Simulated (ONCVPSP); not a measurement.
# Ga: generating and testing an ONCV potential

Do these settings give a usable potential? It is generated, then checked for transferability, scattering, ghosts and hardness.

The numbers are computed with ONCVPSP 4.0.1.1 (patched build) (PBE, scalar-relativistic, spin-unpolarised reference atom).

### Step 1. The atom and the settings

Typed settings, in words:

```json
{
 "element": "gallium (Ga, Z = 31)",
 "type": "optimised norm-conserving Vanderbilt (ONCV)",
 "frozen core": "[Ar] 3d10",
 "valence charge": "3",
 "reference configuration": "4s2 4p1",
 "partial waves": "4s: rc 2.05 bohr, ncon 3, nbas 6, qcut 3.8 1/bohr, 2 projectors, debl 1.8 Ha; 4p: rc 1.85 bohr, ncon 4, nbas 8, qcut 3.6 1/bohr, 3 projectors, debl 1.6 Ha; d scattering state at 0.15 Ha: rc 1.80 bohr, ncon 4, nbas 7, qcut 4.9 1/bohr, 2 projectors, debl 2.5 Ha",
 "local potential": "polynomial inside 1.70 bohr (lpopt 5, dvloc0 0 Ha)",
 "core correction": "Teter function, fcfact 3, rcfact 1.3"
}
```

### Step 2. The generation run

Contents of Ga.dat:

```
# ATOM AND REFERENCE CONFIGURATION
# atsym  z   nc   nv     iexc    psfile
  Ga 31.00    6    2        4      upf
#
#   n    l    f
    1    0    2.00
    2    0    2.00
    2    1    6.00
    3    0    2.00
    3    1    6.00
    3    2   10.00
    4    0    2.00
    4    1    1.00
#
# PSEUDOPOTENTIAL AND OPTIMIZATION
# lmax
    2
#
#   l,   rc,      ep,       ncon, nbas, qcut
    0    2.05    0.00    3    6    3.80
    1    1.85    0.00    4    8    3.60
    2    1.80    0.15    4    7    4.90
#
# LOCAL POTENTIAL
# lloc, lpopt,  rc(5),   dvloc0
    4    5    1.70    0.00
#
# VANDERBILT-KLEINMAN-BYLANDER PROJECTORs
# l, nproj, debl
    0    2    1.80
    1    3    1.60
    2    2    2.50
#
# MODEL CORE CHARGE
# icmod, fcfact, rcfact
    3    3.00    1.30
#
# LOG DERIVATIVE ANALYSIS
# epsh1, epsh2, depsh
   -2.00    5.00    0.02
#
# OUTPUT GRID
# rlmax, drl
    6.00    0.01
#
# TEST CONFIGURATIONS
# ncnf
    4
# nvcnf
#   n    l    f
    2
    4    0    2.00
    4    1    0.00
#
    2
    4    0    1.00
    4    1    0.00
#
    2
    4    0    2.00
    4    1    0.50
#
    2
    4    0    1.00
    4    1    1.00
#
```

The run is started by

```
$ oncvpsp.x < Ga.dat > Ga.out
```

Q: Predict the outcome of this session. Wanted: cutoffs for 1 and 0.1 mHa per electron, occupied waves; bound ghosts; GHOST(+) flags; largest test error; largest phase difference near zero energy, channels read; rms error of d²Exc/dn², without and with the model core.

The runs gave:

```
                                                quantity                                                                                                     value
  cutoffs for 1 and 0.1 mHa per electron, occupied waves                                                                                          6.0 Ha and 12 Ha
                                            bound ghosts                                                                            p at -297.96 eV, d at -1.62 eV
                                          GHOST(+) flags  s at 118 eV, p at 852 eV, p at 1414 eV, d at 677 eV and 1 more (1 near or above the test basis's cutoff)
                            largest test error (AE − PS)                                                                                      -71 meV, for 4s1 4p0
largest phase difference near zero energy, channels read                                                                                                 2.927 rad
 rms error of d²Exc/dn², without and with the model core                                                                                         6.51 and 2.34 mHa
```

It has a bound ghost (p, d), a state that the atom doesn't have, and that rules the file out. By total energies transferability is fair: the largest error is 71 meV on 26.8 eV, for 4s1 4p0. By its cutoff, 6.0 Ha for the looser tolerance, it is soft on the atom at that tolerance. At the looser tolerance the 4s wave is the slowest; 4p needs 5 Ha. That counts occupied waves only; other projectors can need more. Near zero energy the largest phase difference among the channels read is 2.93 rad, in the d channel. A step near π is an extra or missing state, not a misfit of shape. The pseudo curves have a pole with no partner nearby in the atom's: d at -0.04 Ha. The program also flags highly localised states, GHOST(+) (s, p, d). All of this concerns the isolated atom, not yet a solid.
